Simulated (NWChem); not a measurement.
**GaBr (SMILES [Ga][Br]) at 3 levels**

We compute a comparison of 3 runs (PBE/aug-cc-pVTZ, SVWN5/aug-cc-pVTZ, CCSD(T)/aug-cc-pVTZ) of GaBr. 

The calculation is run with NWChem 7.3.0.

## 1. The system as given

GaBr: 2 atoms, total charge 0, spin state singlet. As SMILES, `[Ga][Br]`. The Ga1–Br2 distance was set to 2.730 Å, away from the relaxed value.

Bond lengths: Ga1–Br2 2.730 Å.

## 2. The energy at PBE/aug-cc-pVTZ (run 1)

Input file nw.nw:

```
start nw
title "BrGa"
memory 2200 mb

geometry units angstroms noautosym nocenter noautoz
  Ga    0.000000    0.000000   -0.342280
  Br    0.000000    0.000000    2.388120
end

basis spherical bse
  Ga library aug-cc-pVTZ
  Br library aug-cc-pVTZ
end

dft
  xc xpbe96 cpbe96
  grid fine
  convergence energy 1e-08
  iterations 100
  mulliken
end

task dft
```

On the command line:

```sh
$ nwchem nw.nw > nw.out
```

The log of the run:

```text
[...]
          Wavefunction type:  closed shell.
          No. of atoms     :     2
          No. of electrons :    66
[...]
          Charge           :     0
          Spin multiplicity:     1
[...]
          AO basis - number of functions:   118
[...]
              XC Information
              --------------
          PerdewBurkeErnzerhof Exchange Functional  1.000
            Perdew 1991 LDA Correlation Functional  1.000 local
           PerdewBurkeErnz. Correlation Functional  1.000 non-local
[...]
 d= 0,ls=0.0,diis     1  -4498.3948630175 -4.71D+03  2.11D-02  7.71D-01    36.5
[...]
 d= 0,ls=0.0,diis    10  -4498.4699698306 -8.40D-09  1.85D-06  4.48D-08   227.2
         Total DFT energy =    -4498.469969830608
      One electron energy =    -6685.564353674673
           Coulomb energy =     2142.383942747118
    Exchange-Corr. energy =     -165.572783033097
 Nuclear repulsion energy =      210.283224130044
[...]
      Total Density - Mulliken Population Analysis
     ---------------------------------------------
    Atom       Charge   Shell Charges
 -----------   ------   -------------------------------------------------------
    1 Ga  31    30.52   2.00  2.00  2.04  0.46  1.29  0.17  0.01  6.00  0.03  5.98  0.36  0.15  0.00  9.51  0.49  0.04 -0.00  0.01 -0.00
    2 Br  35    35.48   2.00  2.01  1.89  0.46  1.09  0.55  0.03  6.00  5.81  1.24  2.80  1.51  0.08  9.63  0.37  0.01 -0.01  0.00 -0.00
[...]
```

Wall time 3.8 min (1 thread of Intel Xeon 6975P-C (Granite Rapids), shared host); peak memory 0.13 GiB.

## 3. A single-point energy at SVWN5/aug-cc-pVTZ (run 2)

Input file run.py:

```python
from ase import Atoms
from ase.calculators.nwchem import NWChem

molecule = Atoms(['Ga', 'Br'], positions=[
    [-0.000000, -0.000000, -0.342280],
    [0.000000, 0.000000, 2.388120],
])

calc = NWChem(
    label='mymol',
    theory='dft',
    memory='2200 mb',
    basis='aug-cc-pVTZ',
    basispar='spherical bse',
    dft={'xc': 'slater vwn_5', 'mult': '1', 'grid': 'fine', 'convergence': 'energy 1e-08', 'iterations': '100', 'mulliken': None},
    task='energy',
)
molecule.calc = calc

e = molecule.get_potential_energy()
print(f"E = {e:.6f} eV")
print("dipole (e A):", molecule.get_dipole_moment().round(4))
```

On the command line:

```sh
$ export ASE_NWCHEM_COMMAND="nwchem PREFIX.nwi > PREFIX.nwo"
$ python run.py
```

The log of the run:

```text
E = -122249.381012 eV
dipole (e A): [-0.     -0.     -0.9596]
```

The calculator wrote mymol.nwi:

```
title "mymol"

permanent_dir mymol

scratch_dir mymol

start mymol

geometry units angstrom nocenter noautosym noautoz
  Ga -0.0000000000000000e+00 -0.0000000000000000e+00 -3.4227999999999997e-01
  Br 0.0000000000000000e+00 0.0000000000000000e+00 2.3881199999999998e+00
end

memory 2200 mb

basis spherical bse noprint
   * library aug-cc-pVTZ
end

dft
  xc slater vwn_5
  mult 1
  grid fine
  convergence energy 1e-08
  iterations 100
  mulliken
end

task dft energy
```

mymol.nwo:

```text
Northwest Computational Chemistry Package (NWChem) 7.3.0
             --------------------------------------------------------

           Job information
           ---------------

    nwchem branch   = 7.3.0
    use scalapack   = T
    input           = mymol.nwi
    prefix          = mymol.
    data base       = mymol/mymol.db
    status          = startup
    nproc           =        1

           Memory information
           ------------------

[... 5 lines left out ...]
    hardfail = no
[... 79 lines left out ...]
          Convergence on energy requested:  1.00D-08
[... 21 lines left out ...]
          Convergence Information
[... 30 lines left out ...]
 1-e energy   =   -6687.338729
[... 40 lines left out ...]
      One electron energy =    -6685.174094962013
[... 8 lines left out ...]
                       DFT Final Molecular Orbital Analysis
[... 879 lines left out ...]
     Multipole analysis of the density
     ---------------------------------

     L   x y z        total         alpha         beta         nuclear
     -   - - -        -----         -----         ----         -------
     0   0 0 0     -0.000000    -33.000000    -33.000000     66.000000

     1   1 0 0     -0.000000     -0.000000     -0.000000      0.000000
[... 8 lines of this table left out ...]
     2   0 0 2    -32.416445   -379.101426   -379.101426    725.786408

 Task  times  cpu:      243.3s     wall:      243.3s
 Total times  cpu:      243.3s     wall:      243.3s
```

Run time: 4.1 min. Hardware: 1 thread of Intel Xeon 6975P-C (Granite Rapids), shared host; peak memory 0.13 GiB.

## 4. The energy at CCSD(T)/aug-cc-pVTZ (run 3)

Input file sp.nw:

```
echo
start sp
title "BrGa"
memory 2200 mb

geometry units angstrom noautosym nocenter noautoz
   Ga    0.000000    0.000000   -0.342280
   Br    0.000000    0.000000    2.388120
end

basis spherical bse
   * library aug-cc-pVTZ
end

scf
   thresh 1e-08
   maxiter 80
   print low
end

ccsd
   freeze core 18
   maxiter 60
end

task ccsd(t)
```

On the command line:

```sh
$ nwchem sp.nw > sp.out
```

The log of the run:

```text
[...]
  functions       =   118
[...]
  wavefunction    = RHF
[...]
         Total SCF energy =  -4495.814243814644
      One-electron energy =  -6689.127647038204
      Two-electron energy =   1983.030179093516
 Nuclear repulsion energy =    210.283224130044
        Time for solution =    454.3s
[...]
 Total MP2 energy:          -4496.165528881947466
[...]
             energy      energy      error      ampl     ampl      Block
                                                time     time      time
[...]
 Total CCSD energy:          -4496.181316316609809
[...]
 Total CCSD+T(CCSD) energy:          -4496.200742075480775
[...]
 Total CCSD(T) energy:               -4496.199575633517270
[...]
```

Run time: 23 min. Hardware: 1 thread of Intel Xeon 6975P-C (Granite Rapids), shared host; peak memory 0.54 GiB.

## 5. The series

| run | level | integration grid | iteration cap | energy (Eh) | dipole moment (D) | HOMO energy (eV) | LUMO energy (eV) | wall time |
| --- | --- | --- | --- | --- | --- | --- | --- | --- |
| 1 | PBE/aug-cc-pVTZ | fine | 100 | -4498.469970 | 4.61 | -6.28 | -3.03 | 3.8 min |
| 2 | SVWN5/aug-cc-pVTZ | fine | 100 | -4492.581925 | 4.61 | -6.44 | -3.23 | 4.1 min |
| 3 | CCSD(T)/aug-cc-pVTZ | – | 80 | -4496.199576 | – | – | – | 23 min |

## 6. What came out

| quantity | value |
| --- | --- |
| run 3: total energy | -4496.19958 Eh |
| run 3: correlation energy (18 core orbitals frozen) | -385.3 mEh |
| run 3: (T) correction | -18.26 mEh |

What this shows: Totals of different functionals can't be ranked against each other. All runs together took 31 min, the longest 23 min.
